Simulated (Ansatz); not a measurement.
# Mo (bcc type): the cost of one run

Computed with Ansatz 0.2.0 (DFT, PBE, all-electron LAPW, scalar-relativistic, unless a step's input says otherwise).

## (1) The structure to begin with

It takes space group Im-3m (No. 229, cubic). Conventional cell: a = 2.795 Å, b = 2.795 Å, c = 2.795 Å, α = 90.00°, β = 90.00°, γ = 90.00°. Mo (site symmetry m-3m) has 8 Mo at 2.42 Å as nearest neighbours.

Coordinates:

```cif
data_structure
_symmetry_space_group_name_H-M 'P 1'
_symmetry_Int_Tables_number 1
_cell_length_a 2.4209
_cell_length_b 2.4209
_cell_length_c 2.4209
_cell_angle_alpha 109.471
_cell_angle_beta 109.471
_cell_angle_gamma 109.471
_cell_volume 10.92
loop_
_atom_site_label
_atom_site_type_symbol
_atom_site_fract_x
_atom_site_fract_y
_atom_site_fract_z
_atom_site_occupancy
Mo1 Mo 0.00000 0.00000 0.00000 1
```

## (2) Bcc relaxed under pressure, LAPW

Input file input.yaml:

```yaml
crystal:
  lattice:
    - [-1.3976866873, 1.3976866873, 1.3976866873]
    - [1.3976866873, -1.3976866873, 1.3976866873]
    - [1.3976866873, 1.3976866873, -1.3976866873]
  atoms:
    - { symbol: Mo, position: [0.0, 0.0, 0.0] }
kpoints:
  mp_grid: { grid: [19, 19, 19] }
scf:
  occupations: { method: fermi_dirac, width: 0.05 }
hamiltonian:
  xc: pbe
  pseudopotentials: { kind: all_electron, lapw: { basis_error: 0.0005 } }
output:
  forces: true
  stress: true
  eigenvalues: true
relax:
  f_tol: 0.005
  max_steps: 12
  cell: { p_target: 200.0, stress_tol: 0.1 }
```

Launch:

```console
$ ansatz run input.yaml --threads 1 --pin off --max-ram 3584MiB --backend cpu --events-out ev --progress --plain --runs-dir out
```

Q: Estimate wall time and peak memory on 1 thread of Intel Xeon Platinum 8488C (Sapphire Rapids), shared host.

About 38 s, with a peak of 0.48 GiB.
